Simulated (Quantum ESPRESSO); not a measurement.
**TiSn: Wannier functions under several settings**

```
Ti Sn
1.0
     0.00000    2.80055    2.80055
     2.80055    0.00000    2.80055
     2.80055    2.80055    0.00000
Ti Sn
1 1
Direct
  0.00000 0.00000 0.00000
  0.50000 0.50000 0.50000
```

The cell was built by a generator and needn't be a form met in nature.

All runs used Quantum ESPRESSO 7.5; potentials PseudoDojo 0.4.1 SR PBE standard; k mesh 6 × 6 × 6; given cell; no spin polarisation; cutoff 1143 eV; occupations fermi-dirac, width 0.05 eV.

| level | start | Wannier mesh | spread a function (Å²) | RMS miss of the bands (meV) |
| --- | --- | --- | --- | --- |
| PBE | atomic projections with disentanglement | 5 × 5 × 5 | 1.41 | 10 |
| PBE | atomic projections with disentanglement, not minimised | 5 × 5 × 5 | ? | ? |
| PBE | SCDM with an erfc weight | 5 × 5 × 5 | 3.24 | 65 |

What stands in the row left open?

Spread a function 1.92 Å²; RMS miss of the bands 40 meV.

For the row left open. Caveat: the k mesh is coarse.
